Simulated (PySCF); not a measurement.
# A diatomic session: TaCl+

The task here is to estimate one member of a computed series from the others.

Method: Ta def2-TZVPPD with ECP60, Cl def2-TZVPPD, scalar-relativistic core potentials; program: PySCF 2.14.0.

The first run:

A driver script around PySCF takes these settings:

```json
{"atoms": "Ta, Cl", "charge": "1", "basis": "Ta def2-TZVPPD with ECP60, Cl def2-TZVPPD", "Hamiltonian": "scalar-relativistic core potentials", "basis functions": "110", "electrons treated": "29", "masses in u": "180.9480, 34.9689", "levels": "PBE0, PBE, r²SCAN, B2PLYP, B97-3, PBEsol, TPSS, M06-2X, LC-ωPBE, HF, MP2, SCS-MP2, CCSD, CCSD(T)", "grid": "80 radial by 434 angular points", "occupations": "held fixed by the projection of orbital angular momentum", "dissociation limit": "Ta+ + Cl, each in its ground configuration", "starting distance in angstrom": "2.430", "values of 2S to try": "1, 3, 5, 7"}
```

Started as:

```console
OMP_NUM_THREADS=2 python dia.py task.json out
```

Among the steps run: The job; First curve: PBE0; Higher solutions at PBE0; PBE (GGA); r²SCAN; B2PLYP (double hybrid); B97-3; PBEsol; TPSS (meta-GGA); M06-2X; LC-ωPBE; UHF; MP2 and coupled cluster.

One table of the session follows, with a row left open; its other results are not shown here.

Energy (eV) from each level's lowest point:

| R (Å) | UHF | UHF-MP2 | UHF-SCS-MP2 | UHF-CCSD | UHF-CCSD(T) |
| --- | --- | --- | --- | --- | --- |
| 1.862 | 2.314 | 1.769 | 1.892 | n/a | n/a |
| 1.948 | 1.142 | 0.770 | 0.855 | 0.900 | 0.898 |
| 2.035 | 0.448 | 0.229 | 0.278 | 0.302 | 0.302 |
| 2.100 | 0.160 | 0.044 | 0.067 | 0.079 | 0.079 |
| 2.165 | ? | ? | ? | ? | ? |
| 2.230 | 0.000 | 0.065 | 0.042 | 0.032 | 0.031 |
| 2.317 | 0.103 | 0.274 | 0.223 | 0.200 | 0.198 |
| 2.425 | 0.376 | 0.666 | 0.584 | 0.544 | 0.541 |
| 2.555 | 0.827 | 1.243 | 1.129 | 1.069 | 1.064 |
| 2.728 | 1.512 | 2.082 | 1.939 | n/a | n/a |

Q: Estimate the row for R (Å) = 2.165 from the others.

Worked estimate for «UHF». A straight line through the neighbours (2.100, 0.160) and (2.230, 0.000) gives 0.160 + (0.000 − 0.160) × (2.165 − 2.100) / (2.230 − 2.100) = 0.080; a parabola fitted to 4 rows on both sides gives 0.025.

**Answer.** UHF: 0.022; UHF-MP2: 0.000; UHF-SCS-MP2: 0.000; UHF-CCSD: 0.000; UHF-CCSD(T): 0.000. In «UHF» the line misses by +0.058 and the parabola by +0.003.

Caveats from the session: The state is the lowest single determinant that the PBE0 search found; with open d or f shells the true ground state can be another one.
